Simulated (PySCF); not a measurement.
# N³⁺: basis, grid and Hamiltonian

The method stays; parts of the set-up, such as the basis or the Hamiltonian, are changed.

The runs use PySCF 2.14.0; each script names its method and basis.

1 further run of the same task is left out (for a known fault of the program).

## 1. The atom

N³⁺: 1 atom, charge 3, spin multiplicity 1.

## 2. The base run

The input, input.py:

```python
from pyscf import gto, scf, cc

mol = gto.M(
    atom='N 0 0 0',
    basis='6-311g**',
    charge=3,
    spin=0,
    verbose=4,
)
mf = scf.UHF(mol)
mf.kernel()
mycc = cc.CCSD(mf)
mycc.kernel()
e = mycc.eeccsd(nroots=4)[0]
print('roots (eV) =', (e*27.211386).round(3))
mf.dip_moment()
print('orbital energies (hartree):', [e[max(0, n-3):n+3].round(4) for e, n in zip(mf.mo_energy, mol.nelec)])
```

Run with:

```console
OMP_NUM_THREADS=1 python input.py
```

The log of this run is left out.

In short: E(SCF) = -51.075198 Eh, 5 cycles, E(CCSD) − E(SCF) = -0.10195 Eh, excitation roots 8.327, 8.327, 8.327, 8.327 eV.

Spin-unrestricted EOM-EE roots include spin flips and other components of the reference, which can be negative or near zero.

## 3. Cc-pcvtz

Run 1 changes basis set: 6-311g** → cc-pcvtz.

The input, input.py:

```python
from pyscf import gto, scf, cc

mol = gto.M(
    atom='N 0 0 0',
    basis='cc-pcvtz',
    charge=3,
    spin=0,
    verbose=4,
)
mf = scf.UHF(mol)
mf.kernel()
mycc = cc.CCSD(mf)
mycc.kernel()
e = mycc.eeccsd(nroots=4)[0]
print('roots (eV) =', (e*27.211386).round(3))
mf.dip_moment()
print('orbital energies (hartree):', [e[max(0, n-3):n+3].round(4) for e, n in zip(mf.mo_energy, mol.nelec)])
```

Run with:

```console
OMP_NUM_THREADS=1 python input.py
```

## 4. Cartesian functions on

Run 2 changes Cartesian functions: off → on.

input.py, as its differences from that of step 2:

```diff
@@ -7,2 +7,3 @@
     spin=0,
+    cart=True,
     verbose=4,
```

## 5. 6-31g(3d)

Run 3 changes basis set: 6-311g** → 6-31g(3d).

input.py, as its differences from that of step 2:

```diff
@@ -4,3 +4,3 @@
     atom='N 0 0 0',
-    basis='6-311g**',
+    basis='6-31g(3d)',
     charge=3,
```

## 6. 6-311++g**

Run 4 changes basis set: 6-311g** → 6-311++g**.

input.py, as its differences from that of step 2:

```diff
@@ -4,3 +4,3 @@
     atom='N 0 0 0',
-    basis='6-311g**',
+    basis='6-311++g**',
     charge=3,
```

**Question.** What will these runs give? Wanted: for each run, E(SCF); from base; gap; after the SCF.

As calculated:

| run | E(SCF) (hartree) | from base (eV) | cycles | gap (eV) | functions | after the SCF |
| --- | --- | --- | --- | --- | --- | --- |
| base | -51.075198 | 0 | 5 | 28.60 | 18 | CCSD correlation -2.774 eV, first root 8.33 eV |
| cc-pcvtz | -51.080782 | -0.1519 | 6 | 28.70 | 43 | CCSD correlation -3.584 eV, first root 8.34 eV |
| Cartesian functions on | -51.077088 | -0.0514 | 6 | 28.68 | 19 | CCSD correlation -2.827 eV, first root 8.36 eV |
| 6-31g(3d) (poor choice) | -51.055579 | not comparable | 5 | 28.40 | 24 | CCSD correlation -2.359 eV, first root 8.32 eV |
| 6-311++g** | -51.075652 | -0.0123 | 5 | 28.59 | 22 | CCSD correlation -2.777 eV, first root 8.33 eV |

**Reading.** The largest comparable shift of the SCF energy, -0.152 eV, comes with the run “cc-pcvtz”. cc-pcvtz (43 functions) gives an energy 0.15 eV lower than 6-311g** (18). 6-311++g** (22 functions) gives an energy 0.01 eV lower than 6-311g** (18). Rows marked «poor choice» come from settings spoiled on purpose.
